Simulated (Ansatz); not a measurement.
**C₃H₈AsB: a ladder of functionals and wavefunction methods**

Aim: compute C₃H₈AsB with functionals from several rungs and with coupled cluster, and see how far each lands from CCSD(T) at the basis-set limit for the atomisation energy.

Program: Ansatz 0.2.0, Gaussian basis. Level of theory: functionals in def2-TZVPP, the program's frozen cores in correlated methods. These are calculated values, not measurements.

Levels to be run: PBE-D4, r2SCAN-D4, PBE0-D4, B3LYP-D4, ωB97X-V, ωB97M-V, B2PLYP; CCSD(T)/def2-TZVPP; MP2/def2-QZVPP; extrapolation to the limit.

**1. The geometry**

The geometry comes from an earlier relaxation with PBE0-D4 in a triple-zeta def2 set; it is a stationary point, not always the lowest conformer.

13 atoms, charge 0, spin multiplicity 1.

Atoms are counted from 1 here; the program's logs count them from 0.

Bond lengths: C1–As2 1.969 Å, C1–H6 1.088 Å, C1–H7 1.090 Å, C1–H8 1.090 Å, As2–B3 1.963 Å, As2–H9 1.517 Å, B3–C4 1.532 Å, B3–C5 1.530 Å, C4–C5 1.532 Å, C4–H10 1.086 Å, C4–H11 1.086 Å, C5–H12 1.086 Å, C5–H13 1.086 Å. Angles: As2–C1–H6 112.2°, As2–C1–H7 107.5°, As2–C1–H8 108.9°, H6–C1–H7 109.4°, H6–C1–H8 109.8°, H7–C1–H8 109.0°, C1–As2–B3 102.8°, C1–As2–H9 99.7°, B3–As2–H9 98.5°, As2–B3–C4 148.5°, As2–B3–C5 149.5°, C4–B3–C5 60.0°, B3–C4–C5 59.9°, B3–C4–H10 119.7°, B3–C4–H11 119.5°, C5–C4–H10 118.0°, C5–C4–H11 117.5°, H10–C4–H11 112.7° and more.

**2. PBE-D4 (GGA)**

Contents of in.yaml:

```yaml
crystal:
  periodic: [false, false, false]
  atoms:
    - {symbol: C, position_ang: [-2.394278, 0.007393, 0.357395]}
    - {symbol: As, position_ang: [-0.809239, -0.510589, 1.405049]}
    - {symbol: B, position_ang: [0.670603, -0.139013, 0.169514]}
    - {symbol: C, position_ang: [1.269015, -0.284725, -1.233538]}
    - {symbol: C, position_ang: [2.157215, 0.141272, -0.060797]}
    - {symbol: H, position_ang: [-2.338488, 1.036158, 0.008608]}
    - {symbol: H, position_ang: [-2.453674, -0.662392, -0.500240]}
    - {symbol: H, position_ang: [-3.283337, -0.125988, 0.972866]}
    - {symbol: H, position_ang: [-0.676707, 0.713947, 2.290210]}
    - {symbol: H, position_ang: [1.420590, -1.274974, -1.653842]}
    - {symbol: H, position_ang: [1.045130, 0.462049, -1.990297]}
    - {symbol: H, position_ang: [2.513965, 1.167368, -0.049187]}
    - {symbol: H, position_ang: [2.899706, -0.565205, 0.299056]}
basis:
  gaussian: {orbitals: def2-TZVPP}
hamiltonian: {xc: pbe, dispersion: d4}
output: {forces: true, orbitals: {seedname: orbitals}}
```

Launch:

```sh
> ansatz run in.yaml --threads 2 --pin off --events-out ev --progress --plain --max-ram 22528MiB --backend cuda --devices 0, --max-vram 18GiB
```

Further steps of the session: r2SCAN-D4 (meta-GGA); PBE0-D4 (hybrid); B3LYP-D4 (hybrid); ωB97X-V (range-separated); ωB97M-V (range-separated); B2PLYP (double hybrid); CCSD(T) in def2-TZVPP; MP2 in def2-QZVPP.

Before running them: what should the planned runs give, taken together? Wanted: atomisation energy, CCSD(T)/CBS; farthest; mean size of error, hybrid; mean size of error, range-separated; gap, smallest and largest; T1 diagnostic; triples share of the correlation energy.

The runs gave:

| quantity | value |
| --- | --- |
| atomisation energy, CCSD(T)/CBS | 4752.2 kJ/mol |
| functionals within 47.5 kJ/mol (1.0 %) | B3LYP-D4, ωB97X-V, ωB97M-V, B2PLYP |
| farthest | PBE-D4 (+129.5 kJ/mol) |
| mean size of error, hybrid | 51.3 kJ/mol |
| mean size of error, range-separated | 39.2 kJ/mol |
| gap, smallest and largest | 3.61 eV (PBE-D4), 9.92 eV (ωB97X-V) |
| T1 diagnostic | 0.0120 |
| triples share of the correlation energy | 4.0 % |

In words: PBE-D4 is off by +129.5 kJ/mol. Double hybrids carry the basis error of their MP2 part in triple zeta, and no dispersion term here, so their miss is partly the set-up's. The reference freezes the cores and leaves out relativity and excitations past (T), and its outer-core shells are covered unevenly, so misses under about 47.5 kJ/mol can't be ranked. Hartree-Fock recovers 74 % of the binding; the rest is correlation. The gap grows from 3.6 to 9.9 eV across the functionals, mostly with the share of exact exchange. Correlated methods include outer-core shells of As, which these sets cover unevenly.
